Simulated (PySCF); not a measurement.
# C3H6AsN: the cost of one run

Computed with PySCF 2.14.0, with density-fitted response routines of our own, on a single molecule, in the gas phase or a continuum. Atoms are numbered from 0 throughout.

### Step 1. Starting geometry

11 atoms, charge 0, multiplicity 1; geometry from: GFN2-xTB. The atoms were then displaced at random by about 0.01 Å, so the start is not that level's minimum.

Bonds of the start (Å): C0–C1 1.53, C1–As2 2.01, C1–C3 1.43, C3–N4 1.14, C0–H5 1.06, C0–H6 1.09, C0–H7 1.10, C1–H8 1.07, As2–H9 1.51, As2–H10 1.52.

### Step 2. Geometry optimisation at PBE0-D3(BJ)/def2-SVP

What the job is given:

```
{"job": {"xc": "PBE0", "basis": "def2-SVP", "d3": "d3bj", "grid": 1, "shake": 0.01, "kind": "geom"}, "charge": 0, "multiplicity": 1}
C     -0.940260    -0.627380     0.294560
C     -0.050870     0.267220    -0.566790
As     1.902580    -0.085110    -0.283310
C     -0.213390     1.664680    -0.284870
N     -0.376280     2.764200    -0.034800
H     -0.790710    -1.650510     0.066810
H     -0.757730    -0.434790     1.350200
H     -1.992770    -0.367850     0.088330
H     -0.250230     0.115930    -1.612050
H      1.716120    -1.579180    -0.263920
H      1.791650    -0.093040     1.230190
```

Started as:

```console
> OMP_NUM_THREADS=1 python probes_run.py task.json out
```

One launch serves the whole session: the jobs run in the order shown.

**Question.** How long does this first job take on 1 thread of AMD EPYC 7B13, shared host, and how much memory does it need?

About 23 s, with a peak of 0.49 GiB.
